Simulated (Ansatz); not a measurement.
# Mg2ZnTe3: the cost of one run

Method: DFT PBE, scalar-relativistic, plane waves, PAW, in Ansatz 0.2.0.

### Step 1. The starting structure

It takes space group P6_3mc (No. 186, hexagonal). Conventional cell: a = 4.516 Å, b = 4.516 Å, c = 22.307 Å, α = 90.00°, β = 90.00°, γ = 120.00°. Around Mg (site symmetry 3m) lie 4 Te at 2.79 to 2.83 Å. Around Mg (site symmetry 3m) lie 4 Te at 2.79 to 2.82 Å. Zn (site symmetry 3m) has 4 Te at 2.68 to 2.74 Å in its first shell of neighbours. Te (site symmetry 3m) has 1 Zn at 2.68 Å and 3 Mg at 2.79 Å in its first shell of neighbours. Te (site symmetry 3m) has 3 Zn at 2.74 Å and 1 Mg at 2.83 Å in its first shell of neighbours. Around Te (site symmetry 3m) lie 4 Mg at 2.79 to 2.82 Å.

As a file:

```xyz
12
Lattice="4.5165 0.0000 0.0000 -2.2582 3.9114 0.0000 0.0000 0.0000 22.3067" Properties=species:S:1:pos:R:3 pbc="T T T"
Mg    0.0000    2.6076    7.5272
Mg    0.0000    2.6076   14.8645
Mg    2.2582    1.3038    3.7112
Mg    2.2582    1.3038   18.6806
Zn    0.0000    2.6076    0.0424
Zn    2.2582    1.3038   11.1957
Te    0.0000    2.6076    2.7265
Te    0.0000    2.6076   10.3577
Te    0.0000    2.6076   17.6831
Te    2.2582    1.3038    6.5297
Te    2.2582    1.3038   13.8798
Te    2.2582    1.3038   21.5111
```

The start is the relaxed end of an invented cell (made as: elements ordered on the sites of the MgTe type, Zn/Mg on Mg (P6_3mc, No. 186)), taken up again for a closer look.

### Step 2. Probe: one point on a coarse mesh

input.yaml reads:

```yaml
crystal:
  lattice:
    - [4.5164887, 0.0, 0.0]
    - [-2.2582443, 3.9113939, 0.0]
    - [0.0, 0.0, 22.3066646]
  atoms:
    - { symbol: Mg, position: [0.3333333, 0.6666667, 0.337443] }
    - { symbol: Mg, position: [0.3333333, 0.6666667, 0.666371] }
    - { symbol: Mg, position: [0.6666667, 0.3333333, 0.166371] }
    - { symbol: Mg, position: [0.6666667, 0.3333333, 0.837443] }
    - { symbol: Zn, position: [0.3333333, 0.6666667, 0.001901] }
    - { symbol: Zn, position: [0.6666667, 0.3333333, 0.501901] }
    - { symbol: Te, position: [0.3333333, 0.6666667, 0.122226] }
    - { symbol: Te, position: [0.3333333, 0.6666667, 0.464333] }
    - { symbol: Te, position: [0.3333333, 0.6666667, 0.792726] }
    - { symbol: Te, position: [0.6666667, 0.3333333, 0.292726] }
    - { symbol: Te, position: [0.6666667, 0.3333333, 0.622226] }
    - { symbol: Te, position: [0.6666667, 0.3333333, 0.964333] }
basis:
  ecutwfc: 420
kpoints:
  mp_grid: { grid: [6, 6, 1] }
hamiltonian:
  xc: pbe
scf:
  occupations: { method: gaussian, width: 0.1 }
  lower_state_search: "off"
output:
  forces: true
  stress: true
  eigenvalues: true
```

On the command line:

```console
ansatz run input.yaml --threads 4 --pin off --max-ram 8192MiB --backend cpu --events-out ev --progress --plain --runs-dir out
```

Q: Estimate wall time and peak memory on 4 threads of Arm Neoverse V2, shared host.

About 6.8 s, with a peak of 1 GiB.
